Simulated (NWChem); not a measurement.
**BClF2 (chlorodifluoroborane): TPSSh/aug-cc-pVDZ**

Aim: the electronic atomisation energy of BClF2 (chlorodifluoroborane) at TPSSh/aug-cc-pVDZ, from 4 runs. 

The results are computed with NWChem 7.3.0.

### 1 The structure to begin with

BClF2: 4 atoms, total charge 0, spin state singlet. As SMILES, `FB(F)Cl`. The shape is that of a PBE0-D4/def2-TZVP optimisation.

Bond lengths: F1–B2 1.310 Å, B2–F3 1.310 Å, B2–Cl4 1.740 Å. Angles: F1–B2–F3 119.0°, F1–B2–Cl4 120.5°, F3–B2–Cl4 120.5°.

### 2 A single-point energy at TPSSh/aug-cc-pVDZ (run 1)

geom.nw

```
echo
start geom
memory total 2200 mb
geometry units au noautosym nocenter noautoz
F  -0.32824543 -2.37028348 -1.03235738
B  -0.12680062 -0.07804569 -0.11716302
F  -1.91164695  1.56866166 -0.60036599
Cl  2.47157280  0.76590600  1.71152495
end
basis spherical bse
* library aug-cc-pVDZ
end
dft
xc xctpssh
mult 1
grid fine
convergence energy 1e-08
maxiter 100
mulliken
noprint "final vectors analysis"
end
task dft energy
```

Run with:

```sh
$ nwchem geom.nw > geom.out
```

The program printed:

```text
[...]
          Wavefunction type:  closed shell.
          No. of atoms     :     4
          No. of electrons :    40
[...]
          Charge           :     0
          Spin multiplicity:     1
[...]
          AO basis - number of functions:    96
[...]
              XC Information
              --------------
                  TPSS hybrid Method XC Functional
                     Hartree-Fock (Exact) Exchange  0.100
                  TPSS metaGGA Exchange Functional  0.900
             TPSS03 metaGGA Correlation Functional  1.000
[...]
 d= 0,ls=0.0,diis     1   -684.8402816551 -8.27D+02  1.45D-02  7.92D-01     3.7
[...]
 d= 0,ls=0.0,diis     8   -684.9345655076 -3.87D-09  2.60D-06  1.14D-07    21.9
         Total DFT energy =     -684.934565507634
      One electron energy =    -1229.489769117730
           Coulomb energy =      455.745591826043
    Exchange-Corr. energy =      -53.326688922947
 Nuclear repulsion energy =      142.136300707000
[...]
      Total Density - Mulliken Population Analysis
     ---------------------------------------------
    Atom       Charge   Shell Charges
 -----------   ------   -------------------------------------------------------
    1 F    9     9.32   2.01  0.90  0.97  0.14  3.35  1.82  0.11  0.00  0.01
    2 B    5     4.15   2.02  0.53 -0.13 -0.01  1.50 -0.09 -0.00  0.36 -0.02
    3 F    9     9.32   2.01  0.90  0.97  0.14  3.35  1.82  0.11  0.00  0.01
    4 Cl  17    17.22   2.00  2.04  0.94  0.98  0.06  6.00  3.10  1.99  0.06  0.02  0.02
[...]
```

Run time: 23 s. Hardware: 1 thread of Intel Xeon Platinum 8375C at 2.90GHz (Ice Lake), shared host; peak memory 0.11 GiB.

### 3 The B atom (run 2)

mol.xyz

```xyz
1

B      0.000000     0.000000     0.000000
```

mol.nw

```
start mol
memory total 2200 mb
geometry noautosym nocenter noautoz
load mol.xyz
end
basis spherical bse
* library aug-cc-pVDZ
end
dft
xc xctpssh
mult 2
grid fine
convergence energy 1e-08
iterations 100
mulliken
noprint "final vectors analysis"
end
task dft
```

Run with:

```sh
$ nwchem mol.nw > mol.out
```

The program printed:

```text
[...]
          Wavefunction type:  spin polarized.
          No. of atoms     :     1
          No. of electrons :     5
[...]
          Charge           :     0
          Spin multiplicity:     2
[...]
          AO basis - number of functions:    23
[...]
              XC Information
              --------------
                  TPSS hybrid Method XC Functional
                     Hartree-Fock (Exact) Exchange  0.100
                  TPSS metaGGA Exchange Functional  0.900
             TPSS03 metaGGA Correlation Functional  1.000
[...]
 d= 0,ls=0.0,diis     1    -24.6126786046 -2.46D+01  2.34D-02  2.97D-02     0.1
[...]
 d= 0,ls=0.0,diis     6    -24.6636935773 -6.85D-09  1.39D-07  5.79D-12     0.5
[...]
         Total DFT energy =      -24.663693577261
      One electron energy =      -32.385548005224
           Coulomb energy =       11.621103741699
    Exchange-Corr. energy =       -3.899249313735
 Nuclear repulsion energy =        0.000000000000
[...]
      Total Density - Mulliken Population Analysis
     ---------------------------------------------
    Atom       Charge   Shell Charges
 -----------   ------   -------------------------------------------------------
    1 B    5     5.00   2.01  0.93  1.05  0.01  0.61  0.37  0.02  0.00  0.00
     --------------------------------------------
      Spin Density - Mulliken Population Analysis
     --------------------------------------------
    Atom       Charge   Shell Charges
 -----------   ------   -------------------------------------------------------
    1 B    5     1.00   0.00  0.03 -0.02 -0.01  0.61  0.37  0.02 -0.00  0.00
[...]
      <S2> =      0.7549 (Exact =     0.7500)
[...]
```

Wall time 1 s (1 thread of Intel Xeon Platinum 8375C at 2.90GHz (Ice Lake), shared host); peak memory 0.11 GiB.

### 4 The Cl atom (run 3)

mol.nw

```
start mol
memory 2200 mb

geometry units atomic noautosym nocenter noautoz
Cl     0.00000000     0.00000000     0.00000000
end

basis spherical bse
Cl library aug-cc-pVDZ
end

dft
xc xctpssh
mult 2
grid fine
convergence energy 1e-08
maxiter 100
mulliken
print low
end

task dft energy
```

Run the same way, it converges to -460.15819 Eh (log not shown).

### 5 The F atom at the same level (run 4)

input.nw

```
start input
title "F TPSSh"
memory 2200 mb
charge 0

geometry units angstrom noautosym nocenter noautoz
   F        0.000000       0.000000       0.000000
end

basis spherical bse
   F library aug-cc-pVDZ
end

dft
   xc xctpssh
   mult 2
   grid fine
   convergence energy 1e-08
   maxiter 100
   mulliken
   print low
end

task dft energy
```

Run the same way, it converges to -99.73654 Eh (log not shown).

### 6 Overview of the runs

```
run               level  partner  energy (Eh)  wall time
  1   TPSSh/aug-cc-pVDZ     base  -684.934566       23 s
  2  UTPSSh/aug-cc-pVDZ    atoms   -24.663694        1 s
  3  UTPSSh/aug-cc-pVDZ    atoms  -460.158190      2.4 s
  4  UTPSSh/aug-cc-pVDZ    atoms   -99.736541      1.1 s
```

### 7 Outcome

Level: TPSSh/aug-cc-pVDZ.

| quantity | value |
| --- | --- |
| F atom: total energy | -99.73654 Eh |
| F atom: ⟨S²⟩ | 0.752 |
| electronic atomisation energy | 17.404 eV |

**Reading.** Taking the molecule apart into free atoms costs 17.40 eV (1679 kJ/mol), before zero-point energy and without spin-orbit coupling. All runs together took 27 s, the longest 23 s.
